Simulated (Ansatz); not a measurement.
**GeAsH3 (triplet): wave-function methods side by side, cc-pVDZ**

Aim: climb from Hartree-Fock through coupled cluster and multireference methods for GeAsH3 (triplet) at one geometry and basis, and see what each rung misses.

Program: Ansatz 0.2.0, Gaussian basis. Level of theory: cc-pVDZ, core rule «outside noble gas», up to 28 orbitals frozen. These are calculated values, not measurements.

Plan: UHF; CCSD(T) on ROHF; CCSD(T) on UHF; BCCD(T) on ROHF; CISD; CCSDT(Q) on ROHF; CCSDT(Q) on UHF; CASSCF and MRCISD+Q, 12 electrons in 11 orbitals; CASSCF and NEVPT2, 12 electrons in 11 orbitals.

4 further runs of the same task are left out: 4 set aside as unsound or not needed.

**1. The geometry**

The geometry is a PBE0/def2-TZVP stationary point (not a proven minimum) of the parent state, kept for this charge and spin. No spin-orbit coupling is included. The filled d shell of Ge, As may be among the frozen orbitals whatever the setting's name suggests; the logs give the count.

5 atoms, charge 0, spin multiplicity 3.

Atoms are counted from 1 here; the program's logs count them from 0.

Bond lengths: Ge1–As2 2.224 Å, Ge1–H3 1.535 Å, Ge1–H4 1.535 Å, As2–H5 1.527 Å. Angles: As2–Ge1–H3 126.7°, As2–Ge1–H4 122.0°, H3–Ge1–H4 111.3°, Ge1–As2–H5 89.5°.

Geometry (Å):

```xyz
5
AsGeH3
Ge    0.0000    0.0130    1.1097
As    0.0000   -0.0326   -1.1138
H     0.0000    1.2621    2.0021
H     0.0000   -1.2714    1.9501
H     0.0000    1.4941   -1.1312
```

**2. UHF**

in.yaml reads:

```yaml
crystal:
  periodic: [false, false, false]
  atoms:
    - {symbol: Ge, position_ang: [0.000000, 0.013038, 1.109668]}
    - {symbol: As, position_ang: [0.000000, -0.032616, -1.113827]}
    - {symbol: H, position_ang: [0.000000, 1.262112, 2.002050]}
    - {symbol: H, position_ang: [0.000000, -1.271440, 1.950143]}
    - {symbol: H, position_ang: [0.000000, 1.494075, -1.131152]}
basis:
  gaussian: {orbitals: cc-pVDZ}
magnetization: {spin_polarized: true, initial_magnetization: 2}
hamiltonian: {xc: hf}
output: {orbitals: {seedname: orbitals}}
```

Run with:

```
$ ansatz run in.yaml --threads 1 --pin off --events-out ev --progress --plain --max-ram 4096MiB --backend cpu
```

After this run come: CCSD(T) on ROHF; CCSD(T) on UHF; BCCD(T) on ROHF; CISD; CCSDT(Q) on ROHF; CCSDT(Q) on UHF; CASSCF and MRCISD+Q, 12 electrons in 11 orbitals; CASSCF and NEVPT2, 12 electrons in 11 orbitals.

Before running them: what should the planned runs give, taken together? Wanted: UCCSDT(Q) below the RHF energy; RMP2 from UCCSDT(Q); UMP2 from UCCSDT(Q); RCCSD from UCCSDT(Q); RCCSD(T) from UCCSDT(Q); UCCSD(T) from UCCSDT(Q); RCCSDT(Q) from UCCSDT(Q); NEVPT2 valence from UCCSDT(Q); MRCISD+Q valence from UCCSDT(Q).

The runs gave:

| quantity | value |
| --- | --- |
| UCCSDT(Q) below the RHF energy | -6.0858 eV |
| RMP2 from UCCSDT(Q) | +1222.6 meV |
| UMP2 from UCCSDT(Q) | +1235.9 meV |
| RCCSD from UCCSDT(Q) | +195.6 meV |
| RCCSD(T) from UCCSDT(Q) | +43.5 meV |
| UCCSD(T) from UCCSDT(Q) | +37.2 meV |
| RCCSDT(Q) from UCCSDT(Q) | +6.7 meV |
| NEVPT2 valence from UCCSDT(Q) | +1051.3 meV |
| MRCISD+Q valence from UCCSDT(Q) | +31.9 meV |
| levels within 1 kcal/mol (43 meV) | UCCSD(T), BCCD(T), RCCSDT, UCCSDT, RCCSDT(Q), MRCISD+Q valence |
| T1 diagnostic | 0.018 |
| effectively unpaired electrons | 2.03 |

In words: RCCSD(T) lands +43.5 meV from the yardstick (0.7 % of the correlation energy). One determinant dominates. Of the multireference levels listed MRCISD+Q valence comes nearest in total energy (+31.9 meV), which doesn't show that its space is the better one. These misses are within one basis, not against nature; the frozen cores of restricted and unrestricted runs differ, which can shift their rows.
